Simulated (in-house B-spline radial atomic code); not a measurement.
**Os⁶⁴⁺: starting-point dependence of G0W0 and RPA**

Question: which mean-field start gives which removal energy for Os⁶⁴⁺, before and after G0W0?

Program: an in-house B-spline radial atomic code, version 1. Level of theory: RPA, second order, AC-SOSEX and G0W0 (contour deformation) on a scalar-relativistic mean field, all electrons; no spin-orbit coupling, Breit or QED terms, no two-electron picture change. These are calculated values, not measurements, unless marked.

### Step 1. The atom as given

```
element               : osmium (Z = 76)
charge                : +64
electrons             : 12
configuration         : [Ne] 3s2
next ion, run as well : [Ne] 3s1
Hamiltonian           : scalar-relativistic (spin-free one-electron X2C), finite nucleus
starts                : Hartree-Fock, PBE, LDA (VWN5), HSE06, TPSS
```

Outer shells as boxes (Hund's rule):

Os64+
```
[Ne] core
3s [↑↓]
```

### Step 2. Run with the Hartree-Fock start

Settings of the run:

```ini
Z = 76
electrons = 12.0
configuration = [Ne] 3s2
hamiltonian = x2c
method = hf
lmax = 9
rms_radius = 5.4126
spin_polarised = False
box_radius = 1.75
intervals = 59
```

Run with:

```console
$ python run_gw.py task.json out
```

One command runs all members of the session, one after another, from task.json.

After this run come: Run with the PBE start; Run with the LDA (VWN5) start; Run with the HSE06 start; Run with the TPSS start.

What does the calculation give? Wanted: highest level, mean field; highest level, G0W0; RPA correlation energy; RPA+SOSEX.

As calculated:

| quantity | value |
| --- | --- |
| highest level, mean field (range over the runs) | -7477.28 to -7426.10 eV |
| highest level, G0W0 (range over the runs) | -7483.73 to -7482.86 eV |
| RPA correlation energy | -1.085 to -1.035 hartree |
| RPA+SOSEX | -0.6765 to -0.6490 hartree |
| tabulated theoretical ionisation energy (3s shell) | 7468.0 ± 24 eV (NIST Atomic Spectra Database, ionization energies) |
| G0W0 removal energy less that value | +14.9 to +15.7 eV |

What this shows: G0W0 turns a spread of 51.2 eV among the starts into one of 0.86 eV, 1.7 % of it. Starts without exact exchange bind the level too weakly, through self-interaction, and G0W0 pulls it down by 54 to 58 eV. RPA gives the most correlation on LDA (VWN5) and the least on Hartree-Fock (4.6 % apart); over the runs it loosely follows the gap of the start, as smaller excitation energies give more correlation. All G0W0 removal energies agree with the tabulated theoretical ionisation energy, 7468.0 ± 24 eV, within its uncertainty. Read as a removal energy, the bare PBE level is off by -39.1 eV (-0.52 %) and the nearest bare level, Hartree-Fock's, by +9.28 eV. As differences of total energies the mean miss over the starts is 15 eV for mean field, 14 eV for RPA, 13 eV for RPA+SOSEX. The reference's uncertainty exceeds the spread between them.
